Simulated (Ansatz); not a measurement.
# FGeH3, SMILES [F][GeH3]: vertical and adiabatic energies of changing the electron count

Computed with the Ansatz DFT code, driven from Python.

`fgeh3.xyz`
```text
5

F    -1.05100    0.47870    1.21990
Ge    0.01490   -0.02180   -0.03340
H     1.29120   -0.52270    0.61970
H    -0.55390   -1.16090   -0.84610
H     0.34880    1.15300   -1.00140
```

`adiabatic_fgeh3.py`:
```python
"""How FGeH3 relaxes after losing an electron."""

import itertools
import warnings

import ansatz as az
from ase.data import atomic_numbers, covalent_radii
import numpy as np

BASIS_SET = "def2-SVP"
FUNCTIONAL = "r2SCAN"
CHARGE = 1

warnings.simplefilter("ignore", az.DeckWarning)

molecule = az.Crystal.molecule_from_extxyz("fgeh3.xyz")

calc = (
    molecule.calculation()
    .basis(gaussian=BASIS_SET)
    .functional(FUNCTIONAL)
)
symbols = [site.symbol for site in molecule.cartesian_sites]
start = np.array([site.position_ang for site in molecule.cartesian_sites], dtype=float)
rep = calc.relax(force_tolerance=0.01).run(threads=1).report
end = np.array(rep["positions_ang"])

minimum = az.Crystal.molecule()
for symbol, place in zip(symbols, end):
    minimum = minimum.atom(symbol, place.tolist())
ion = minimum.calculation()
ion = ion.basis(gaussian=BASIS_SET).functional(FUNCTIONAL)
ion = ion.charge(CHARGE)
ion = ion.spin("collinear", total=1)
vertical = ion.run(threads=1).report
settled = ion.relax(force_tolerance=0.01, max_steps=80).run(threads=1).report
print(f"vertical ionisation energy   {vertical['free_energy_ev'] - rep['free_energy_ev']:.3f} eV")
print(f"adiabatic, no zero point     {settled['free_energy_ev'] - rep['free_energy_ev']:.3f} eV")
print(f"relaxation energy of the ion {vertical['free_energy_ev'] - settled['free_energy_ev']:.3f} eV")
ionised = np.array(settled["positions_ang"])
# pairs closer than 1.2 times the sum of covalent radii, before or after
radius = [covalent_radii[atomic_numbers[s]] for s in symbols]
span = lambda where, i, j: np.linalg.norm(where[i] - where[j])
bonded = [(i, j) for i, j in itertools.combinations(range(len(symbols)), 2) if min(span(end, i, j), span(ionised, i, j)) < 1.2 * (radius[i] + radius[j])]
print("pair        before    after (A)")
for i, j in bonded:
    print(f"{symbols[i]}{i}-{symbols[j]}{j}".ljust(10), f"{span(end, i, j):8.4f} {span(ionised, i, j):8.4f}")
```

`python adiabatic_fgeh3.py` gives:
```text
vertical ionisation energy   11.995 eV
adiabatic, no zero point     11.440 eV
relaxation energy of the ion 0.554 eV
pair        before    after (A)
F0-Ge1       1.7453   1.7044
Ge1-H2       1.5327   1.5260
Ge1-H3       1.5327   1.5260
Ge1-H4       1.5327   1.8442
```

The energies are electronic: no zero-point or thermal terms, and the basis set is short of its limit. The product may relax into another structure. The relaxation finds the nearest minimum, so the adiabatic value is an upper bound. Finished in 95 s on 1 thread of Arm Neoverse V2, on a shared host, peak memory 0.24 GiB.
